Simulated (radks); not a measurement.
# Sr³⁺ in [Ar] 3d10 4s2 4p5: an all-electron calculation

An exercise on one series of results from a longer session: the logs are not shown, and one member is left open.

The numbers are computed with radks (a radial shooting solver on a logarithmic mesh, Libxc functionals) version 1 (Dirac Kohn-Sham, PBE, spin-unpolarised, spherical densities, finite nucleus; open shells fill j = l - 1/2 first), except any that are marked as measured or tabulated.

## The system

- element: strontium (Z = 38)
- charge: +3
- electrons: 35
- configuration: [Ar] 3d10 4s2 4p5
- nuclear rms radius: 4.224 fm

The first run:

The run's settings:

```text
Z 38
configuration [Ar] 3d10 4s2 4p5
relativity Dirac
functional pbe,pbe
spin unpolarised
j_filling energy
nucleus finite rms 4.224 fm
c 137.035999084
```

Started as:

```sh
$ python run_ks.py task.json out
```

The same process makes all the runs of this session.

One of the session's tables, all rows but one given; the rest of the session is left out.

It belongs to the step «Orbitals and density». From the orbitals of this run (lengths in bohr):

```
level      <r>  outermost maximum (interpolated)  90 % within  nodes
1s1/2  0.03916                            0.0255       0.0701      0
2s1/2        ?                                 ?            ?      ?
2p1/2   0.1475                             0.114        0.241      0
2p3/2   0.1516                             0.117        0.247      0
3s1/2   0.4917                             0.436        0.730      2
3p1/2   0.4911                             0.425        0.746      1
3p3/2   0.5015                             0.434        0.762      1
3d3/2   0.4953                             0.375        0.803      0
3d5/2   0.4990                             0.378        0.808      0
4s1/2    1.325                              1.18         1.93      3
4p1/2    1.474                              1.28         2.18      2
4p3/2    1.501                              1.31         2.22      2
```

**Question.** Estimate the row for 2s1/2.

The run gave: <r>: 0.1722; outermost maximum (interpolated): 0.145; 90 % within: 0.267; nodes: 1. In the column «<r>» it lies between 2p3/2 (0.1516) and 3p1/2 (0.4911).

Caveats from the session: Spin polarisation and multiplet splitting are left out.
